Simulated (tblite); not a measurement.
# C6H8F3P: the cost of one run

Programs: tblite 0.8.0 and PySCF 2.14.0, with density-fitted response routines of our own. Each step states its level of theory. These are calculated values for one molecule, in the gas phase or a continuum, unless marked as measured. Atoms are numbered from 0 throughout.

**1. The molecule as given**

18 atoms, charge 0, multiplicity 1; geometry from: force field or distance geometry start.

Bonds of the start (Å): C0–C1 1.52, C1–C2 1.33, C2–P3 1.84, P3–C4 1.87, C4–C5 1.52, C5–C6 1.49, C6–F7 1.38, C6–F8 1.39, C6–F9 1.38, P3–C1 1.84, C0–H10 1.11, C0–H11 1.09, C0–H12 1.09, C2–H13 1.10, C4–H14 1.10, C4–H15 1.12, C5–H16 1.10, C5–H17 1.11.

**2. Relaxing the molecule with GFN2-xTB**

The job: settings as JSON, then the geometry in Å.

```
{"job": {"kind": "relax", "xc": "GFN2-xTB", "basis": "xTB"}, "charge": 0, "multiplicity": 1}
C      3.449300    -0.661800    -0.247500
C      2.345100     0.354300    -0.512600
C      1.958400     1.621700    -0.391000
P      0.659800     0.608400    -1.201800
C     -0.657800    -0.207600    -0.151400
C     -1.983500     0.212900    -0.764600
C     -3.171100    -0.345300    -0.054100
F     -3.165000     0.075700     1.259800
F     -3.233200    -1.728300    -0.112200
F     -4.305600     0.170100    -0.648200
H      3.007800    -1.683800    -0.219400
H      3.920100    -0.414700     0.701300
H      4.103200    -0.587700    -1.117500
H      2.213100     2.641900    -0.054400
H     -0.597800     0.075200     0.906400
H     -0.580300    -1.325500    -0.154400
H     -1.957500    -0.118500    -1.815900
H     -2.013700     1.319100    -0.699200
```

Command:

```
OMP_NUM_THREADS=1 python probes_run.py task.json out
```

The driver reads the jobs from task.json and runs them one after another.

**Question.** How long does this first job take on 1 thread of Arm Neoverse V2, shared host, and how much memory does it need?

About 1.3 s, with a peak of 0.18 GiB.
